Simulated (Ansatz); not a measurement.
What does this script print? It uses the Python package of Ansatz (0.2.0).

`bend.py`
```python
# -*- coding: utf-8 -*-
"""Energy of H4SeSi against one bond angle."""

import ansatz as az
from ase import Atoms


def main():
    atoms = Atoms(["Si", "Se", "H", "H", "H", "H"], positions=[
        (-0.2069, -0.3029, -0.4486),
        (0.8961, -0.2781, 1.5048),
        (-1.608, 0.3558, -0.2609),
        (-0.3516, -1.6264, -0.945),
        (0.4926, 0.5147, -1.4769),
        (0.8199, 1.2729, 1.5803),
    ])

    # relax first, so that the scan starts from a minimum
    first = az.Crystal.molecule_from_ase(atoms).calculation()
    first = first.basis(gaussian="def2-TZVP").functional("b3lyp", dispersion="d3bj")
    first = first.relax(force_tolerance=0.02, max_steps=80)
    atoms.positions = first.run().report["positions_ang"]

    rows = []
    for angle in [90, 100, 110, 120, 135, 150, 165, 179]:
        bent = atoms.copy()
        bent.set_angle(0, 1, 5, angle, indices=[5])
        base = (
            az.Crystal.molecule_from_ase(bent).calculation()
            .basis(gaussian="def2-TZVP")
            .functional("b3lyp", dispersion="d3bj")
        )
        rows.append((angle, base.run().report["free_energy_ev"]))
    floor = min(e for _, e in rows)
    for angle, e in rows:
        print(f"angle Si0-Se1-H5 = {angle:3d} deg   {1000 * (e - floor):9.1f} meV")


if __name__ == "__main__":
    main()
```

```console
$ python bend.py
angle Si0-Se1-H5 =  90 deg         0.0 meV
angle Si0-Se1-H5 = 100 deg        16.6 meV
angle Si0-Se1-H5 = 110 deg       131.8 meV
angle Si0-Se1-H5 = 120 deg       336.7 meV
angle Si0-Se1-H5 = 135 deg       784.1 meV
angle Si0-Se1-H5 = 150 deg      1336.1 meV
angle Si0-Se1-H5 = 165 deg      1861.0 meV
angle Si0-Se1-H5 = 179 deg      2126.8 meV
```

What to keep in mind:
- The scan is rigid, and the energies are electronic, in a modest basis. The zero is the lowest point of the grid, which needn't be the minimum.
- b3lyp holds the VWN-RPA fit, as in Gaussian; the form of ORCA and Turbomole is b3lyp5.
- Wall time of the script: 36 s on 1 thread of Arm Neoverse V1, on a shared host, peak memory 0.27 GiB.

(A comment or docstring line of the script was reworded after the run, the code is as it ran; lines on the test bed's own set-up are left out of the output.)
